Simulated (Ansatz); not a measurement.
# Si3F: the cost of one run

Program: Ansatz 0.2.0. Level of theory: DFT PBE, scalar-relativistic, plane waves, PAW. These are calculated values, not measurements.

4 further runs of the same task are left out: 1 that didn't finish, 3 set aside as unsound or not needed.

## Step 1: The structure to begin with

The structure is hexagonal, space group P6_3/m (No. 176). The conventional cell has a = 6.106 Å, b = 6.106 Å, c = 3.459 Å, α = 90.00°, β = 90.00°, γ = 120.00°. Si (site symmetry m) is surrounded by 3 F at 2.37 to 2.42 Å. F (site symmetry -6) is surrounded by 9 Si at 2.37 to 2.42 Å.

Structure file:

```xyz
8
Lattice="6.1056 0.0000 0.0000 -3.0528 5.2876 0.0000 0.0000 0.0000 3.4587" Properties=species:S:1:pos:R:3 pbc="T T T"
Si    1.4389    1.5798    0.8647
Si   -0.6487    2.0360    2.5940
Si    4.0179    0.4562    0.8647
Si    1.6139    3.7078    2.5940
Si    3.7015    3.2515    0.8647
Si   -0.9652    4.8314    2.5940
F     0.0000    3.5250    0.8647
F     3.0528    1.7625    2.5940
```

This is candidate A: anti-LaBr3 type (P6_3/m, No. 176).

(A quick probe on a coarse mesh, which set the mesh and smearing, is not shown.)

## Step 3: Coarse relaxation (candidate A)

File input.yaml:

```yaml
crystal:
  lattice:
    - [6.1055641425, 0.0, 0.0]
    - [-3.0527820712, 5.2875736518, 0.0]
    - [0.0, 0.0, 3.4586798866]
  atoms:
    - { symbol: Si, position: [0.38506, 0.29878, 0.25] }
    - { symbol: Si, position: [0.08628, 0.38506, 0.75] }
    - { symbol: Si, position: [0.70122, 0.08628, 0.25] }
    - { symbol: Si, position: [0.61494, 0.70122, 0.75] }
    - { symbol: Si, position: [0.91372, 0.61494, 0.25] }
    - { symbol: Si, position: [0.29878, 0.91372, 0.75] }
    - { symbol: F, position: [0.3333333333, 0.6666666667, 0.25] }
    - { symbol: F, position: [0.6666666667, 0.3333333333, 0.75] }
basis:
  ecutwfc: 420
kpoints:
  mp_grid: { grid: [3, 3, 6] }
hamiltonian:
  xc: pbe
scf:
  occupations: { method: gaussian, width: 0.1 }
  lower_state_search: "off"
output:
  forces: true
  stress: true
  eigenvalues: true
relax:
  adjacent_minimum: "off"
  f_tol: 0.04
  max_steps: 70
  cell: { stress_tol: 0.4 }
```

Started as:

```console
ansatz run input.yaml --threads 1 --pin off --max-ram 2560MiB --backend cpu --events-out ev --progress --plain --runs-dir out
```

Q: Estimate wall time and peak memory on 1 thread of Intel Xeon 6975P-C (Granite Rapids), shared host.

About 17 s, with a peak of 0.41 GiB.
